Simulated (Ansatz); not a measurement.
# Ta2O5: the cost of one run

Method: DFT PBEsol, plane waves, PAW, scalar-relativistic, no spin polarisation, in Ansatz 0.2.0.

### Step 1. The structure to begin with

The cell holds 14 atoms (O10Ta4): a = 5.707 Å, b = 5.707 Å, c = 7.101 Å, α = 100.91°, β = 79.09°, γ = 89.68°.

Coordinates:

```xyz
14
Lattice="-4.0246 -4.0469 0.0000 4.0246 -4.0469 0.0000 -1.9057 0.0000 6.8403" Properties=species:S:1:pos:R:3 pbc="T T T"
Ta    1.1061   -4.0469    5.4128
Ta    1.0128   -4.0469    1.4275
O    -2.8812   -6.0704    5.4608
O     0.9755   -2.0235    1.3795
O    -0.8954   -4.0469    5.9553
O     3.0143   -4.0469    0.8850
O     1.0595   -4.0469    3.4202
Ta   -2.9185   -4.0469    5.4128
Ta   -3.0118   -4.0469    1.4275
O    -2.8812   -2.0235    5.4608
O     0.9755   -6.0704    1.3795
O    -4.9200   -4.0469    5.9553
O    -1.0103   -4.0469    0.8850
O    -2.9651   -4.0469    3.4202
```

### Step 2. Run 1

200 steps of 0.75 fs under a Langevin thermostat at 4200 K.

Input file input.yaml:

```yaml
accuracy: low
crystal:
  lattice:
    - [-4.024603, -4.046927, 0.0]
    - [4.024603, -4.046927, 0.0]
    - [-1.905687, 0.0, 6.840323]
  atoms:
    - { symbol: Ta, position: [0.1752346, 0.8247654, 0.7913145] }
    - { symbol: Ta, position: [0.3247654, 0.6752346, 0.2086855] }
    - { symbol: O, position: [0.9189379, 0.5810621, 0.7983293] }
    - { symbol: O, position: [0.0810622, 0.4189378, 0.2016707] }
    - { symbol: O, position: [0.4051197, 0.5948803, 0.8706212] }
    - { symbol: O, position: [0.0948803, 0.9051197, 0.1293787] }
    - { symbol: O, position: [0.25, 0.75, 0.5] }
    - { symbol: Ta, position: [0.6752346, 0.3247654, 0.7913145] }
    - { symbol: Ta, position: [0.8247654, 0.1752346, 0.2086855] }
    - { symbol: O, position: [0.4189378, 0.0810622, 0.7983293] }
    - { symbol: O, position: [0.5810621, 0.9189378, 0.2016707] }
    - { symbol: O, position: [0.9051197, 0.0948803, 0.8706212] }
    - { symbol: O, position: [0.5948803, 0.4051197, 0.1293787] }
    - { symbol: O, position: [0.75, 0.25, 0.5] }
basis:
  ecutwfc: 250.0
kpoints:
  mp_grid: { grid: [2, 2, 2] }
hamiltonian:
  xc: pbesol
  pseudopotentials: { kind: paw, azcp: { folder: soft_1 } }
scf:
  occupations: { method: fermi_dirac, width: 0.36 }
  lower_state_search: "off"
  max_iter: 88
md:
  timestep: 0.75
  n_steps: 200
  ensemble: nvt_langevin
  temperature: 4200.0
  initial_velocities: maxwell_boltzmann
  seed: 445770
  friction: 0.005
```

Run with:

```console
> ansatz run input.yaml --threads 1 --pin off --max-ram 3072MiB --backend cpu --events-out ev --progress --plain --runs-dir out
```

What time and memory should one allow on 1 thread of Arm Neoverse V2, shared host?

About 9.5 min, with a peak of 0.45 GiB.
